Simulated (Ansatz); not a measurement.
# V3Pt: how the settings move a relaxation

Aim: see which settings change the result for V3Pt, by how much, and at what cost.

Computed with Ansatz 0.2.0 (reference: DFT, LDA, PAW with Ansatz's default frozen-core files, scalar-relativistic, unless a step's input says otherwise).

## 1. The structure to begin with

The structure is cubic, space group Pm-3m (No. 221). The conventional cell has a = 3.878 Å, b = 3.878 Å, c = 3.878 Å, α = 90.00°, β = 90.00°, γ = 90.00°. Around V (site symmetry 4/mmm) lie 8 V at 2.74 Å and 4 Pt at 2.74 Å. Around Pt (site symmetry m-3m) lie 12 V at 2.74 Å.

Coordinates:

```xyz
4
Lattice="3.8784 0.0000 0.0000 0.0000 3.8784 0.0000 0.0000 0.0000 3.8784" Properties=species:S:1:pos:R:3 pbc="T T T"
V     0.0000    1.9392    1.9392
V     1.9392    0.0000    1.9392
V     1.9392    1.9392    0.0000
Pt    0.0000    0.0000    0.0000
```

## 2. Reference

File input.yaml:

```yaml
crystal:
  lattice:
    - [3.8784215365, 0.0, 0.0]
    - [0.0, 3.8784215365, 0.0]
    - [0.0, 0.0, 3.8784215365]
  atoms:
    - { symbol: V, position: [0.0, 0.5, 0.5], spin: 1.5 }
    - { symbol: V, position: [0.5, 0.0, 0.5], spin: 1.5 }
    - { symbol: V, position: [0.5, 0.5, 0.0], spin: 1.5 }
    - { symbol: Pt, position: [0.0, 0.0, 0.0] }
magnetization:
  spin_polarized: true
kpoints:
  mp_grid: { grid: [9, 9, 9] }
scf:
  occupations: { method: fermi_dirac, width: 0.05 }
hamiltonian:
  xc: lda
  pseudopotentials: { kind: paw }
output:
  forces: true
  stress: true
  efg: { contact_densities: true }
relax:
  f_tol: 0.005
  max_steps: 80
  cell: {}
```

Run with:

```console
> ansatz run input.yaml --threads 1 --pin off --max-ram 6144MiB --backend cpu --events-out ev --progress --plain --runs-dir out
```

## 3. Variant: preconditioner resta

Changes to input.yaml since step 2:

```diff
@@ -16,2 +16,3 @@
   occupations: { method: fermi_dirac, width: 0.05 }
+  mixing: { preconditioner: resta }
 hamiltonian:
@@ -23,2 +24,6 @@
   efg: { contact_densities: true }
+  write_density: true
+  write_potential: true
+  elf: true
+  volumetric_format: npy
 relax:
```

Q: Predict the outcome of this session. Wanted: for each run, ending; energy change; pressure; gap; force.

The runs gave:

| run | ending | energy change | pressure (GPa) | gap (eV) | force (eV/Å) | cycles | time |
| --- | --- | --- | --- | --- | --- | --- | --- |
| reference | converged | 0 | 0.0 | 0.00 | 0.00 | 69 | 74 s |
| 1: preconditioner resta | converged | 0.0 meV/atom | 0.0 | 0.00 | 0.00 | 78 | 88 s |

Times don't compare one to one where runs were asked for different outputs or read a saved state (see the inputs); cycles may leave out searches for a lower state.

The changed mixing doesn't alter the result here (within 0.5 meV/atom).
